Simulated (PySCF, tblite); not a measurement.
# C₃H₇BrGe: geometry, infrared bands, NMR shifts and spin-spin couplings

Wanted: the infrared bands, NMR shifts and spin-spin couplings of C₃H₇BrGe (`[GeH3][C@@H]1C[C@H]1Br`), by calculation.

The runs use tblite 0.8.0 and PySCF 2.14.0, with density-fitted response routines of our own; the level of theory stands in each step. All values are computed, except where a source is named. Atoms count from 0, in the outputs and in this text.

**1. The molecule as given**

12 atoms, charge 0, multiplicity 1; geometry from: force field or distance geometry start.

Bonds of the start (Å): Ge0–C1 1.95, C1–C2 1.50, C2–C3 1.51, C3–Br4 1.92, C3–C1 1.52, Ge0–H5 1.55, Ge0–H6 1.55, Ge0–H7 1.55, C1–H8 1.11, C2–H9 1.10, C2–H10 1.12, C3–H11 1.09.

**2. Optimising the geometry with GFN2-xTB**

The job: settings as JSON, then the geometry in Å.

```
{"job": {"kind": "relax", "xc": "GFN2-xTB", "basis": "xTB"}, "charge": 0, "multiplicity": 1}
Ge     1.748100    -0.139700    -0.002600
C     -0.105200    -0.058700     0.589400
C     -1.134800    -0.726500    -0.267600
C     -1.039600     0.783200    -0.256400
Br    -2.509900     1.688600     0.590500
H      2.127300    -1.547100    -0.529600
H      2.632300     0.267500     1.207200
H      1.899500     0.878800    -1.167300
H     -0.311200     0.014200     1.682200
H     -0.820800    -1.294600    -1.159000
H     -1.963800    -1.192800     0.327600
H     -0.520900     1.326500    -1.040300
```

The run is started by

```bash
OMP_NUM_THREADS=1 python probes_run.py task.json out
```

This one command runs all jobs of the session in turn.

**Question.** This job is followed by: GFN2-xTB harmonic vibrations, gas phase; GIAO PBE0/pcSseg-1 NMR shielding, non-relativistic, gas phase; B3LYP/pcJ-1 Br:pcSseg-1 Ge:pcSseg-1 indirect spin-spin coupling, non-relativistic, gas phase. Predict these results of the whole session: strongest single infrared mode (GFN2-xTB); zero-point energy (GFN2-xTB); 13C shifts against TMS (PBE0/pcSseg-1); 1H shifts against TMS (PBE0/pcSseg-1, means over atoms taken as alike); 73Ge shifts against GeMe4 (PBE0/pcSseg-1); 79Br shifts against HBr (PBE0/pcSseg-1); largest coupling of the table (B3LYP/pcSseg-1+pcJ-1).

As calculated:

| quantity | value |
| --- | --- |
| strongest single infrared mode (GFN2-xTB) | 770 cm⁻¹, 433 km/mol |
| zero-point energy (GFN2-xTB) | 51.7 kcal/mol |
| 13C shifts against TMS (PBE0/pcSseg-1) | 35.6, 16.6, 7.9 ppm |
| 1H shifts against TMS (PBE0/pcSseg-1, means over atoms taken as alike) | 3.52, 2.70, 1.16, 0.84, 0.51 ppm |
| 73Ge shifts against GeMe4 (PBE0/pcSseg-1) | -205 ppm |
| 79Br shifts against HBr (PBE0/pcSseg-1) | 462 ppm |
| largest coupling of the table (B3LYP/pcSseg-1+pcJ-1) | 1J(C,H) C3–H11, 202.8 Hz |

Relaxing lowered the energy by 0.283 eV in 80 steps; the close pair that moved most is Ge0–H6, from 1.553 to 1.492 Å. All 30 modes are real, so the xTB geometry is a minimum. The strongest single mode, at 770 cm⁻¹, has its largest shares on H7, H6 and H5 (the list is cut at 3 atoms). Unscaled tight-binding wavenumbers are off by several per cent, some by more. Its intensities can rank the bands wrongly. C3 stands next to heavy halogen, whose spin-orbit shielding this run leaves out, so the computed shift lies too far downfield, most of all for carbon beside Br or I. At PBE0/pcSseg-1: The widest tensor belongs to Br4: span 1479 ppm, with a paramagnetic part of -961 ppm. Of the pairs tabulated at B3LYP/pcSseg-1+pcJ-1, C3–H11 couples most strongly (202.8 Hz; Fermi contact 201.9 Hz). Couplings across rotatable bonds belong to this one conformer; where others are populated, the observed values are averages. Spin-orbit coupling is left out, which matters for shieldings and couplings at and beside the heavy atoms.
